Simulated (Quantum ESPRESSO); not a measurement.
# NaTb2Sc2FeO9 (P4/mmm) in Quantum ESPRESSO: reference runs

How does NaTb2Sc2FeO9 come out in PBE? The cell is run as given.

Everything below comes from runs of Quantum ESPRESSO 7.5. Logs are shortened: lines on timing, memory, paths and dates and some standing lists are left out, and cuts for length are marked.

### 1 Starting point

The structure is tetragonal, space group P4/mmm (No. 123). The conventional cell has a = 3.860 Å, b = 3.860 Å, c = 12.406 Å, α = 90.00°, β = 90.00°, γ = 90.00°. Na (site symmetry 4/mmm) is surrounded by 4 O at 2.73 Å. Tb (site symmetry 4mm) is surrounded by 4 O at 2.36 Å. Around Sc (site symmetry 4mm) lie 5 O at 2.02 to 2.03 Å. Fe (site symmetry 4/mmm) has 6 O at 1.77 to 1.93 Å as nearest neighbours. O (site symmetry mmm) is surrounded by 2 Fe at 1.93 Å. Around O (site symmetry 4mm) lie 1 Fe at 1.77 Å. O (site symmetry 2mm) has 2 Sc at 2.03 Å as nearest neighbours. Around O (site symmetry 4/mmm) lie 2 Sc at 2.02 Å.

The cell was built by a generator and needn't be a form met in nature.

### 2 Single point, PBE, collinear spin, ferromagnetic start

Contents of pw.in:

```
&CONTROL
  calculation = 'scf'
  prefix = 'pwscf'
  outdir = './tmp'
  pseudo_dir = './pseudo'
  tprnfor = .true.
  tstress = .true.
  disk_io = 'low'
/
&SYSTEM
  ibrav = 0
  celldm(1) = 8
  nat = 15
  ntyp = 5
  ecutwfc = 64
  ecutrho = 782
  nbnd = 91
  occupations = 'smearing'
  smearing = 'fd'
  degauss = 0.00367493
  nspin = 2
  starting_magnetization(1) = 0
  starting_magnetization(2) = 0.3158
  starting_magnetization(3) = 0
  starting_magnetization(4) = 0.1875
  starting_magnetization(5) = 0
/
&ELECTRONS
  conv_thr = 3d-09
  electron_maxstep = 120
  mixing_beta = 0.3
/
ATOMIC_SPECIES
Na    22.9898 na_pbe_v1.5.uspp.F.UPF
Tb   158.9254 Tb.paw.z_19.atompaw.wentzcovitch.v1.2.upf
Sc    44.9559 Sc_ONCV_PBE-1.0.oncvpsp.upf
Fe    55.8450 Fe.pbe-spn-kjpaw_psl.0.2.1.UPF
O     15.9990 O.pbe-n-kjpaw_psl.0.1.UPF
CELL_PARAMETERS alat
  0.9118566333886   0.0000000000000   0.0000000000000
  0.0000000000000   0.9118566333886   0.0000000000000
  0.0000000000000   0.0000000000000   2.9305022363940
ATOMIC_POSITIONS crystal
Na     0.0000000000    0.0000000000    0.5000000000
Tb     0.0000000000    0.0000000000    0.8210200000
Tb     0.0000000000    0.0000000000    0.1789800000
Sc     0.5000000000    0.5000000000    0.3374900000
Sc     0.5000000000    0.5000000000    0.6625100000
Fe     0.5000000000    0.5000000000    0.0000000000
O      0.0000000000    0.5000000000    0.0000000000
O      0.5000000000    0.5000000000    0.8576700000
O      0.5000000000    0.5000000000    0.1423300000
O      0.5000000000    0.0000000000    0.0000000000
O      0.0000000000    0.5000000000    0.2879000000
O      0.0000000000    0.5000000000    0.7121000000
O      0.5000000000    0.5000000000    0.5000000000
O      0.5000000000    0.0000000000    0.2879000000
O      0.5000000000    0.0000000000    0.7121000000
K_POINTS automatic
7 7 3 0 0 0
```

Contents of pp_density.in:

```
&INPUTPP
  prefix = 'pwscf'
  outdir = './tmp'
  filplot = 'density.dat'
  plot_num = 0
/
&PLOT
  nfile = 1
  filepp(1) = 'density.dat'
  iflag = 3
  output_format = 6
  fileout = 'density.cube'
/
```

Contents of pp_potential.in:

```
&INPUTPP
  prefix = 'pwscf'
  outdir = './tmp'
  filplot = 'potential.dat'
  plot_num = 11
/
&PLOT
  nfile = 1
  filepp(1) = 'potential.dat'
  iflag = 3
  output_format = 6
  fileout = 'potential.cube'
/
```

Contents of pp_spin.in:

```
&INPUTPP
  prefix = 'pwscf'
  outdir = './tmp'
  filplot = 'spin.dat'
  plot_num = 6
/
&PLOT
  nfile = 1
  filepp(1) = 'spin.dat'
  iflag = 3
  output_format = 6
  fileout = 'spin.cube'
/
```

Potentials or basis: SSSP 1.3 efficiency PBE.

The run is started by

```bash
OMP_NUM_THREADS=1 mpirun -n 8 pw.x -nk 2 -in pw.in > pw.out
OMP_NUM_THREADS=1 mpirun -n 1 pp.x -in pp_density.in > pp_density.out
OMP_NUM_THREADS=1 mpirun -n 1 pp.x -in pp_potential.in > pp_potential.out
OMP_NUM_THREADS=1 mpirun -n 1 pp.x -in pp_spin.in > pp_spin.out
```

pw.out:

```text
This program is part of the open-source Quantum ESPRESSO suite
     for quantum simulation of materials; please cite
         "P. Giannozzi et al., J. Phys.:Condens. Matter 21 395502 (2009);
         "P. Giannozzi et al., J. Phys.:Condens. Matter 29 465901 (2017);
         "P. Giannozzi et al., J. Chem. Phys. 152 154105 (2020);
     in publications or presentations arising from this work. More details at

     file Tb.paw.z_19.atompaw.wentzcovitch.v1.2.upf: wavefunction(s)  6S 0P 5D 0D 4F 0F renormalized
     file Fe.pbe-spn-kjpaw_psl.0.2.1.UPF: wavefunction(s)  3D renormalized
     file O.pbe-n-kjpaw_psl.0.1.UPF: wavefunction(s)  2P renormalized
     Message from routine setup:
     using ibrav=0 with symmetry is DISCOURAGED, use correct ibrav instead

     K-points division:     npool     =       2
     Subspace diagonalization in iterative solution of the eigenvalue problem:
     a serial algorithm will be used

     --------------------
     sticks:   dense  smooth     PW     G-vecs:    dense   smooth      PW
     Min         828     271     75               115194    21629    3256
     Max         829     272     78               115201    21644    3260
     Sum        3313    1085    305               460793    86531   13031

     Using Slab Decomposition

     bravais-lattice index     =            0
     lattice parameter (alat)  =       8.0000  a.u.
     unit-cell volume          =    1247.5706 (a.u.)^3
     number of atoms/cell      =           15
     number of atomic types    =            5
     number of electrons       =       139.00
     number of Kohn-Sham states=           91
     kinetic-energy cutoff     =      64.0000  Ry
     charge density cutoff     =     782.0000  Ry
     scf convergence threshold =      3.0E-09
     mixing beta               =       0.3000
     number of iterations used =            8  plain     mixing
     Exchange-correlation= SLA  PW   PBX  PBC
                           (   1   4   3   4   0   0   0)

     celldm(1)=   8.000000  celldm(2)=   0.000000  celldm(3)=   0.000000
     celldm(4)=   0.000000  celldm(5)=   0.000000  celldm(6)=   0.000000

     crystal axes: (cart. coord. in units of alat)
               a(1) = (   0.911857   0.000000   0.000000 )
               a(2) = (   0.000000   0.911857   0.000000 )
               a(3) = (   0.000000   0.000000   2.930502 )

     reciprocal axes: (cart. coord. in units 2 pi/alat)
               b(1) = (  1.096664  0.000000  0.000000 )
               b(2) = (  0.000000  1.096664  0.000000 )
               b(3) = (  0.000000  0.000000  0.341238 )

     PseudoPot. # 1 for Na read from file:
     na_pbe_v1.5.uspp.F.UPF
     Pseudo is Ultrasoft, Zval =  9.0
     Generated by new atomic code, or converted to UPF format
     Using radial grid of  819 points,  5 beta functions with:
                l(1) =   0
                l(2) =   0
                l(3) =   1
                l(4) =   1
                l(5) =   2
     Q(r) pseudized with  8 coefficients,  rinner =    1.250   1.250   1.250
                                                       1.250   1.250

     PseudoPot. # 2 for Tb read from file:
     Tb.paw.z_19.atompaw.wentzcovitch.v1.2.upf
     Pseudo is Projector augmented-wave + core cor, Zval = 19.0
     Generated using ATOMPAW code
     Shape of augmentation charge: BESSEL
     Using radial grid of 1111 points,  8 beta functions with:
                l(1) =   0
                l(2) =   0
                l(3) =   1
                l(4) =   1
                l(5) =   2
                l(6) =   2
                l(7) =   3
                l(8) =   3
     Q(r) pseudized with 0 coefficients

     PseudoPot. # 3 for Sc read from file:
     Sc_ONCV_PBE-1.0.oncvpsp.upf
     Pseudo is Norm-conserving, Zval = 11.0
     Generated using ONCVPSP code by D. R. Hamann
     Using radial grid of 1662 points,  6 beta functions with:
                l(1) =   0
                l(2) =   0
[... 93 lines left out ...]

     Check: negative core charge=   -0.000004
     Generating pointlists ...
     new r_m :   0.2660 (alat units)  2.1278 (a.u.) for type    1
     new r_m :   0.2296 (alat units)  1.8366 (a.u.) for type    2
     new r_m :   0.1964 (alat units)  1.5716 (a.u.) for type    3
     new r_m :   0.1721 (alat units)  1.3764 (a.u.) for type    4
     new r_m :   0.1721 (alat units)  1.3764 (a.u.) for type    5

     Initial potential from superposition of free atoms

     starting charge     138.9791, renormalised to     139.0000
     Starting wfcs are  138 randomized atomic wfcs
     Checking if some PAW data can be deallocated...

     Self-consistent Calculation

     iteration #  1     ecut=    64.00 Ry     beta= 0.30
     Davidson diagonalization with overlap
     ethr =  1.00E-02,  avg # of iterations =  2.0

     negative rho (up, down):  0.000E+00 2.556E-05
[... 208 lines left out ...]
     total magnetization       =    15.58 Bohr mag/cell
     absolute magnetization    =    15.69 Bohr mag/cell

     iteration # 19     ecut=    64.00 Ry     beta= 0.30
     Davidson diagonalization with overlap
     c_bands:  1 eigenvalues not converged
     ethr =  6.88E-06,  avg # of iterations =  6.8

     negative rho (up, down):  0.000E+00 6.377E-05

     total energy              =   -2442.51978571 Ry
     estimated scf accuracy    <       0.02302160 Ry
[... 160 lines left out ...]
     iteration # 33     ecut=    64.00 Ry     beta= 0.30
     Davidson diagonalization with overlap
     ethr =  1.20E-11,  avg # of iterations =  2.1

     negative rho (up, down):  0.000E+00 7.421E-05

     Magnetic moment per site  (integrated on atomic sphere of radius R)
     atom   1 (R=0.266)  charge=  8.0624  magn= -0.0000
     atom   2 (R=0.230)  charge= 15.0133  magn=  5.9661
     atom   3 (R=0.230)  charge= 15.0133  magn=  5.9661
     atom   4 (R=0.196)  charge=  7.7270  magn= -0.0005
     atom   5 (R=0.196)  charge=  7.7270  magn= -0.0005
     atom   6 (R=0.172)  charge= 12.3903  magn=  2.3424
     atom   7 (R=0.172)  charge=  4.8270  magn=  0.1128
     atom   8 (R=0.172)  charge=  4.8666  magn=  0.1721
     atom   9 (R=0.172)  charge=  4.8666  magn=  0.1721
     atom  10 (R=0.172)  charge=  4.8270  magn=  0.1128
     atom  11 (R=0.172)  charge=  4.9342  magn=  0.0398
     atom  12 (R=0.172)  charge=  4.9342  magn=  0.0398
     atom  13 (R=0.172)  charge=  4.8678  magn=  0.0016
     atom  14 (R=0.172)  charge=  4.9342  magn=  0.0398
     atom  15 (R=0.172)  charge=  4.9342  magn=  0.0398

     End of self-consistent calculation

 ------ SPIN UP ------------

          k = 0.0000 0.0000 0.0000 ( 10807 PWs)   bands (ev):

   -79.8434 -45.8527 -45.7927 -45.7927 -41.6604 -37.3770 -37.3754 -35.6898
   -35.6893 -16.2565 -16.1573 -16.1383 -16.1383 -16.1356 -16.1356 -13.6260
   -13.5457 -13.5457 -12.3375 -12.2882 -11.9830 -11.9830 -11.9809 -11.9809
    -8.2482  -7.4248  -7.1322  -6.8307  -6.8239  -6.6549  -6.5952  -6.4784
    -6.1641   4.5649   5.3906   5.3906   5.4642   5.4841   5.4841   5.6655
     5.6655   5.6874   5.6874   5.7027   5.7564   5.7710   5.9284   5.9284
     5.9352   5.9352   6.1401   6.3942   6.3942   6.4676   6.4676   6.5828
     6.6066   6.7887   6.8504   6.9261   6.9302   7.0953   7.3185   8.0176
     8.0176   8.2597   8.4805   8.4805   8.5138   8.5138   8.6074   8.8516
     8.8516   9.1733   9.3398   9.3398   9.6618   9.6618  11.0713  12.9983
    13.7797  13.8013  14.0668  14.7902  15.0095  15.4217  15.4217  15.6399
    15.6915  15.7092  15.7295
[... 273 lines left out ...]
   -79.8434 -45.8525 -45.7943 -45.7943 -41.6597 -37.3663 -37.3647 -35.6750
   -35.6746 -16.3601 -16.3578 -16.3564 -16.3546 -16.2109 -16.1121 -13.6231
   -13.5572 -13.5569 -12.2920 -12.2818 -12.2814 -12.2712 -12.1167 -12.0948
    -7.2989  -6.8127  -6.8057  -6.8025  -6.2540  -6.2319  -6.2261  -6.2124
    -6.1150   3.9733   4.2359   4.4983   4.5113   4.5632   4.6326   5.4239
     5.4957   5.5124   5.6600   5.6607   5.6649   5.6814   5.7312   5.7345
     5.7956   5.8022   5.8204   5.8236   5.8656   5.8793   6.2922   6.7268
     6.7333   6.7712   6.9046   6.9369   7.2675   7.2906   7.4402   7.4457
     7.8636   8.0783   8.2267   8.5181   8.5248   8.7707   8.8111   8.9166
     9.1060   9.1393   9.6764   9.7169   9.7884  12.8257  12.9053  14.4739
    14.4845  14.5757  15.0429  15.1266  15.3856  15.4365  15.4455  15.5642
    15.6228  15.7679  15.9226

 ------ SPIN DOWN ----------

          k = 0.0000 0.0000 0.0000 ( 10807 PWs)   bands (ev):

   -76.7168 -42.9644 -42.6773 -42.6773 -41.6605 -37.3770 -37.3754 -33.0289
   -33.0282 -16.2546 -16.1553 -16.1384 -16.1384 -16.1358 -16.1358 -13.6259
   -13.5458 -13.5458 -10.6746 -10.5939 -10.0836 -10.0836 -10.0807 -10.0807
    -8.0109  -7.1341  -6.7979  -6.7489  -6.7453  -6.4097  -6.2958  -6.1420
    -6.1379   5.0559   5.9183   5.9183   5.9377   6.3959   6.3959   6.3980
     6.3980   6.9482   7.0206   7.0916   7.1272   7.1314   7.1314   7.3774
     7.9806   7.9806   8.4537   8.4537   8.6369   8.7058   8.7058   9.1155
     9.1155   9.2643   9.5680   9.5680   9.6900  10.1646  10.1924  10.4927
    10.5479  10.5984  10.5984  10.6285  10.6285  10.6512  10.8522  10.8522
    10.8917  11.0323  11.0826  11.0826  11.5444  11.5444  12.3860  13.0744
    13.9197  13.9418  14.7447  15.4349  15.4349  15.5557  15.6224  15.8454
    16.2484  16.3184  16.3184
[... 273 lines left out ...]
   -76.7168 -42.9641 -42.6796 -42.6796 -41.6597 -37.3667 -37.3651 -33.0089
   -33.0083 -16.3549 -16.3528 -16.3512 -16.3496 -16.2113 -16.1124 -13.6231
   -13.5572 -13.5569 -10.5744 -10.5560 -10.5533 -10.5350 -10.2581 -10.2265
    -6.9699  -6.5897  -6.5794  -6.4774  -6.1277  -5.9936  -5.9907  -5.9723
    -5.9633   4.3209   4.9111   5.2351   5.2587   5.3903   5.6938   5.7115
     5.9337   5.9896   6.6206   6.8086   6.9604   7.0062   7.3224   7.4097
     7.4601   7.5598   7.9447   8.1855   8.3897   8.5716   8.5812   8.7116
     8.7146   9.8555   9.8943  10.0369  10.2530  10.2542  10.4516  10.4617
    10.5575  10.5581  10.5698  10.5715  10.8925  10.9113  11.0091  11.0121
    11.1512  11.1839  11.3923  11.5113  11.5478  13.9145  14.3338  14.5039
    14.5115  14.6729  15.3846  15.4420  15.4704  15.6529  15.8603  16.1033
    16.2994  16.4109  16.5413

     the Fermi energy is    10.3141 ev

!    total energy              =   -2442.52294277 Ry
     estimated scf accuracy    <          2.2E-09 Ry
     smearing contrib. (-TS)   =      -0.00549662 Ry
     internal energy E=F+TS    =   -2442.51744614 Ry

     The total energy is F=E-TS. E is the sum of the following terms:
     one-electron contribution =    -781.01649034 Ry
     hartree contribution      =     470.67089839 Ry
     xc contribution           =    -192.06748753 Ry
     ewald contribution        =    -830.70730004 Ry
     one-center paw contrib.   =   -1109.39706662 Ry

     total magnetization       =    15.69 Bohr mag/cell
     absolute magnetization    =    15.83 Bohr mag/cell

     convergence has been achieved in  33 iterations

     negative rho (up, down):  0.000E+00 7.421E-05

     Forces acting on atoms (cartesian axes, Ry/au):

     atom    1 type  1   force =     0.00000000    0.00000000    0.00000000
     atom    2 type  2   force =     0.00000000    0.00000000    0.03086130
     atom    3 type  2   force =     0.00000000    0.00000000   -0.03086130
     atom    4 type  3   force =     0.00000000    0.00000000   -0.00530577
     atom    5 type  3   force =     0.00000000    0.00000000    0.00530577
     atom    6 type  4   force =     0.00000000    0.00000000    0.00000000
     atom    7 type  5   force =     0.00000000    0.00000000    0.00000000
     atom    8 type  5   force =     0.00000000    0.00000000   -0.02429880
     atom    9 type  5   force =     0.00000000    0.00000000    0.02429880
     atom   10 type  5   force =     0.00000000    0.00000000    0.00000000
     atom   11 type  5   force =     0.00000000    0.00000000    0.00760648
     atom   12 type  5   force =     0.00000000    0.00000000   -0.00760648
     atom   13 type  5   force =     0.00000000    0.00000000    0.00000000
     atom   14 type  5   force =     0.00000000    0.00000000    0.00760648
     atom   15 type  5   force =     0.00000000    0.00000000   -0.00760648

     Total force =     0.058081     Total SCF correction =     0.000174

     Computing stress (Cartesian axis) and pressure

     negative rho (up, down):  0.000E+00 7.421E-05
          total   stress  (Ry/bohr**3)                   (kbar)     P=        2.03
   0.00000296   0.00000000   0.00000000            0.43        0.00        0.00
   0.00000000   0.00000296   0.00000000            0.00        0.43        0.00
   0.00000000   0.00000000   0.00003539            0.00        0.00        5.21

=------------------------------------------------------------------------------=
   JOB DONE.
=------------------------------------------------------------------------------=
```

Wall time 4.9 min (8 MPI ranks of AMD EPYC 9R45 (Zen 5), shared host); peak memory 6.1 GiB.

What came out:

```yaml
Free_energy: -33232.2176 eV
Pressure: 0.2 GPa
Largest_force: 0.793 eV/Å
Band_gap_on_the_k_mesh: none (metal or under the smearing width)
Net_moment: 15.69 μB per cell
Absolute_moment: 15.83 μB per cell
Site_moments: Na -0.00; Tb +5.97; Sc -0.00; Fe +2.34; O +0.11, +0.17, +0.04, +0.00 μB
Valence_electrons_inside_the_program's_atomic_spheres: Na 8.06; Tb 15.01; Sc 7.73; Fe 12.39; O 4.83, 4.87, 4.93
```

Forces in eV/Å, atoms in the order of the input:
```
Na   0.000  0.000  0.000
Tb   0.000  0.000  0.793
Tb   0.000  0.000 -0.793
Sc   0.000  0.000 -0.136
Sc   0.000  0.000  0.136
Fe   0.000  0.000  0.000
O    0.000  0.000  0.000
O    0.000  0.000 -0.625
O    0.000  0.000  0.625
O    0.000  0.000  0.000
O    0.000  0.000  0.196
O    0.000  0.000 -0.196
O    0.000  0.000  0.000
O    0.000  0.000  0.196
O    0.000  0.000 -0.196
```

Stress tensor (GPa, compression positive):
```
0.04 0.00 0.00
0.00 0.04 0.00
0.00 0.00 0.52
```

Levels at points of the mesh, in eV from the Fermi level:
Spin up:
| k point | band 75 | band 76 | band 77 | band 78 | band 79 | band 80 |
| --- | --- | --- | --- | --- | --- | --- |
| (0.00, 0.00, 0.00) | -0.97 | -0.97 | -0.65 | -0.65 | 0.76 | 2.68 |
Spin down:
| k point | band 60 | band 61 | band 62 | band 63 | band 64 | band 65 |
| --- | --- | --- | --- | --- | --- | --- |
| (0.00, 0.00, 0.00) | -0.75 | -0.62 | -0.15 | -0.12 | 0.18 | 0.23 |

Caveat: the magnetic or orbital state may not be the lowest; spin-orbit coupling is left out, which moves the levels of the heavy elements; a cell with one magnetic atom can't hold antiferromagnetic order, which such compounds often take; without U or exact exchange the open f shell lies at the Fermi level, which spoils levels, moments and volumes. The state reached can hang on the start; a lower one may exist.
